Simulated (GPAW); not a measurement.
Here is a GPAW 26.7.0 calculation.

Contents of run.py:

```python
from ase.dft.bandgap import bandgap
from ase.io import read, write
from ase.units import GPa
from gpaw import GPAW, PW, setup_paths

setup_paths.insert(0, '.')

atoms = read('TaN.xyz')

calc = GPAW(mode=PW(800),
            xc='PBEsol',
            kpts={'size': (10, 10, 10), 'gamma': True},
            occupations={'name': 'fermi-dirac', 'width': 0.05},
            setups={'Ta': ':d,4.0'},
            nbands=19,
            convergence={'density': 1e-05, 'energy': 1e-05},
            maxiter=150,
            txt='gpaw.txt')
atoms.calc = calc
energy = atoms.get_potential_energy()
forces = atoms.get_forces()
stress = atoms.get_stress()
calc.write('gs.gpw')
write('result.traj', atoms)
print(f'Energy: {energy:.6f} eV')
print('Forces (eV/A):')
print(forces.round(4))
print('Stress (GPa):', (stress / GPa).round(3))
print('Fermi level:', round(calc.get_fermi_level(), 4), 'eV')
print(f'Gap: {bandgap(calc)[0]:.4f} eV, direct: {bandgap(calc, direct=True)[0]:.4f} eV')

path = atoms.cell.bandpath('GXWKGLUWLK,UX', npoints=60, eps=1e-4)
bs_calc = calc.fixed_density(kpts=path, symmetry='off', nbands=28,
                             convergence={'bands': 'CBM+6.0', 'eigenstates': 1e-6}, txt='bands.txt')
bs = bs_calc.band_structure()
bs.write('bs.json')
print(f'Gap on the path: {bandgap(bs_calc)[0]:.4f} eV')
```

Contents of TaN.xyz:

```xyz
2
Lattice="0.0000000000 2.1790013100 2.1790013100 2.1790013100 0.0000000000 2.1790013100 2.1790013100 2.1790013100 0.0000000000" Properties=species:S:1:pos:R:3 pbc="T T T"
Ta     2.1790013100      2.1790013100      2.1790013100
N      0.0000000000      0.0000000000      0.0000000000
```

Potentials or basis: PAW data sets generated in the run's folder for this functional, pw.

Launch:

```bash
$ gpaw-setup -f PBEsol N Ta
$ OMP_NUM_THREADS=1 python run.py
```

(1) Predict the pressure.

(2) Predict the band gap along the path.

## Answers

(1) 15.4 GPa.

(2) none (metal or under the smearing width).

Caveat: spin-orbit coupling is left out, which moves the levels of the heavy elements; U without spin polarisation on a metal has little footing.
